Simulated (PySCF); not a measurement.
# SiTe: basis, grid and Hamiltonian

Which parts of the numerical set-up matter for SiTe? Each run edits the base script.

Method: method and basis as typed in the scripts; program: PySCF 2.14.0.

3 further runs of the same task are left out: 3 that didn't finish.

**1. Where the work starts**

SiTe: 2 atoms, charge 0, spin multiplicity 1.

Bond lengths: Si1–Te2 2.192 Å.

**2. Base script**

input.py reads:

```python
from pyscf import gto, scf, mp

mol = gto.M(
    atom='Si 0 0 0; Te 0 0 2.192',
    basis='x2c-svpall',
    charge=0,
    spin=0,
    verbose=4,
)
mf = scf.RHF(mol)
mf = mf.sfx2c1e()
mf.kernel()
mp.MP2(mf, frozen=23).kernel()
mf.dip_moment()
print('orbital energies (hartree):', mf.mo_energy[..., max(0, mol.nelec[1]-3):mol.nelec[0]+3].round(4))
```

Run with:

```bash
$ OMP_NUM_THREADS=1 python input.py
```

Its log is not repeated here.

In short: E(SCF) = -7079.717728 Eh, 9 cycles, E(MP2) − E(SCF) = -0.18936 Eh, μ = 0.87 D (of the SCF density).

The bond length is a typed value, not an optimised one.

**3. Crenbl (core potential on, X2C off)**

Edit 1 changes basis set: x2c-svpall → crenbl; core potential: off → on; spin-free X2C: on → off; frozen orbitals: 23 → none. The core potential changes with it: totals don't compare.

input.py reads:

```python
from pyscf import gto, scf, mp

mol = gto.M(
    atom='Si 0 0 0; Te 0 0 2.192',
    basis='crenbl',
    ecp={'Si': 'crenbl', 'Te': 'crenbl'},
    charge=0,
    spin=0,
    verbose=4,
)
mf = scf.RHF(mol)
mf.kernel()
mp.MP2(mf).kernel()
mf.dip_moment()
print('orbital energies (hartree):', mf.mo_energy[..., max(0, mol.nelec[1]-3):mol.nelec[0]+3].round(4))
```

Run with:

```bash
$ OMP_NUM_THREADS=1 python input.py
```

**4. Cartesian functions on**

Edit 2 changes Cartesian functions: off → on.

input.py: that of step 2 with these lines changed.

```diff
@@ -7,2 +7,3 @@
     spin=0,
+    cart=True,
     verbose=4,
```

**Question.** What will these runs give? Wanted: for each run, E(SCF); from base; gap; SCF dipole; after the SCF.

**Answer**, as computed:

| run | E(SCF) (hartree) | from base (eV) | cycles | gap (eV) | SCF dipole (D) | functions | after the SCF |
| --- | --- | --- | --- | --- | --- | --- | --- |
| base | -7079.717728 | 0 | 9 | 9.87 | 0.87 | 54 | MP2 correlation -5.153 eV, core frozen |
| crenbl (core potential on, X2C off) | -98.059449 | not comparable | 10 | 9.64 | 1.26 | 48 | MP2 correlation -7.683 eV |
| Cartesian functions on | -7079.736332 | -0.5062 | 9 | 9.86 | 0.90 | 58 | MP2 correlation -5.313 eV, core frozen |

Total energies from different bases, Hamiltonians or methods carry different errors, so properties are taken as differences within one set-up.
